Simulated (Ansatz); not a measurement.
Task: a short molecular-dynamics run of CH5BOSe, SMILES CB(O)[SeH], with Ansatz 0.2.0, Python API. Give the script and its output. Level of theory: BLYP, def2-SVP basis, multiplicity 1.

| atom | x (Å) | y (Å) | z (Å) |
| --- | --- | --- | --- |
| C | 0.3407 | 0.7193 | -0.8539 |
| B | -0.1641 | -0.5027 | -0.0202 |
| O | 0.7060 | -1.6382 | 0.1246 |
| Se | -1.9064 | -0.5227 | 0.8342 |
| H | 0.2845 | 1.6576 | -0.2356 |
| H | -0.4087 | 0.9276 | -1.7143 |
| H | 1.3443 | 0.6093 | -1.2564 |
| H | 1.2940 | -1.4218 | 0.9526 |
| H | -1.4018 | 0.1252 | 2.1519 |

The script, `ch5bose_md.py`:
```python
"""Molecular dynamics of one CH5BOSe molecule."""

import ansatz as az
import numpy as np

BASIS = "def2-SVP"
XC = "blyp"
N_STEPS = 20
TEMPERATURE_K = 800


def main() -> None:
    geometry = (
        az.Crystal.molecule()
        .atom("C", (0.3407, 0.7193, -0.8539))
        .atom("B", (-0.1641, -0.5027, -0.0202))
        .atom("O", (0.706, -1.6382, 0.1246))
        .atom("Se", (-1.9064, -0.5227, 0.8342))
        .atom("H", (0.2845, 1.6576, -0.2356))
        .atom("H", (-0.4087, 0.9276, -1.7143))
        .atom("H", (1.3443, 0.6093, -1.2564))
        .atom("H", (1.294, -1.4218, 0.9526))
        .atom("H", (-1.4018, 0.1252, 2.1519))
    )

    base = (
        geometry.calculation()
        .basis(gaussian=BASIS)
        .functional(XC)
        .md("nve", timestep=0.5, steps=N_STEPS, temperature=TEMPERATURE_K, initial_velocities="maxwell_boltzmann", seed=49)
    )
    frames = []
    base.session().plan().execute(on_event=lambda e: frames.append(e["data"]) if e["event"] == "md_step" else None)
    print("t (fs)   E_pot (eV)      E_kin (eV)   T (K)   d(0-1) (A)")
    for f in frames[::3]:
        xyz = np.array(f["positions_ang"])
        print(f"{f['time_fs']:6.2f} {f['lagrangian_ev']:14.5f} {f['e_kin_ev']:10.5f} {f['temperature_k']:8.1f} {np.linalg.norm(xyz[0] - xyz[1]):9.4f}")
    kept = np.array([f["conserved_ev"] for f in frames])
    print(f"conserved energy moves by at most {1000 * np.ptp(kept):.3f} meV")


if __name__ == "__main__":
    main()
```

```console
$ python ch5bose_md.py
t (fs)   E_pot (eV)      E_kin (eV)   T (K)   d(0-1) (A)
  0.00   -69181.01662    0.72386    800.0    1.5631
  1.50   -69180.91734    0.62625    692.1    1.5770
  3.00   -69180.84804    0.55667    615.2    1.5889
  4.50   -69180.84747    0.55682    615.4    1.5973
  6.00   -69180.91464    0.62105    686.4    1.6023
  7.50   -69180.78695    0.49611    548.3    1.6042
  9.00   -69180.78542    0.49641    548.6    1.6029
conserved energy moves by at most 5.088 meV
```

Total energies depend on the basis set; only differences at equal settings carry meaning. The trajectory is only some femtoseconds long, so its temperature is not equilibrated; where the script doesn't relax first, it starts from a rough generated geometry. The temperature counts the internal degrees of freedom alone. Wall time of the script: 72 s on 1 thread of Arm Neoverse V1, with other jobs on the host, peak memory 0.2 GiB.

(Lines on the test bed's own set-up are left out of the output.)
